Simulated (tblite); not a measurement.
# C7H12AlNO: the cost of one run

Programs: tblite 0.8.0 and PySCF 2.14.0, with density-fitted response routines of our own. Each step states its level of theory. These are calculated values for one molecule in the gas phase, unless marked as measured. Atoms are numbered from 0 throughout.

**1. Starting geometry**

22 atoms, charge 0, multiplicity 1; geometry from: force field or distance geometry start.

Bonds of the start (Å): N0–Al1 1.90, Al1–C2 1.99, C2–C3 1.47, C3–C4 1.21, C4–C5 1.46, C5–C6 1.51, C6–C7 1.52, C2–C8 1.50, C8–O9 1.24, C7–C5 1.52, N0–H10 1.07, N0–H11 1.04, N0–H12 1.04, Al1–H13 1.57, Al1–H14 1.63, C2–H15 1.11, C5–H16 1.12, C6–H17 1.09, C6–H18 1.11, C7–H19 1.12, C7–H20 1.11, C8–H21 1.10.

**2. Relaxing the molecule with GFN2-xTB**

Job settings and geometry (Å):

```
{"job": {"kind": "relax", "xc": "GFN2-xTB", "basis": "xTB"}, "charge": 0, "multiplicity": 1}
N     -3.903200     0.488900     0.334200
Al    -2.155800     1.143900    -0.022300
C     -1.091800    -0.339100    -0.822200
C      0.288200    -0.318100    -0.311900
C      1.421200    -0.339800     0.125200
C      2.797900    -0.374900     0.612600
C      3.583800     0.852800     0.212100
C      3.873900    -0.483300    -0.450300
C     -1.775800    -1.615900    -0.416600
O     -2.805700    -1.602000     0.281100
H     -4.466900     1.246000     0.827500
H     -3.939600    -0.365300     0.925600
H     -4.357800     0.271400    -0.572100
H     -2.222800     2.427000    -0.923100
H     -1.491700     1.514700     1.415900
H     -1.054900    -0.249500    -1.923900
H      2.993700    -0.790800     1.635500
H      3.036300     1.596800    -0.370200
H      4.306400     1.176000     0.994300
H      4.779200    -1.046200    -0.107700
H      3.534800    -0.596100    -1.501700
H     -1.359900    -2.577300    -0.744300
```

Launch:

```bash
$ OMP_NUM_THREADS=1 python probes_run.py task.json out
```

The driver reads the jobs from task.json and runs them one after another.

Q: Estimate the wall time and peak memory of this first job on 1 thread of Arm Neoverse N1, shared host.

About 3.2 s, with a peak of 0.19 GiB.
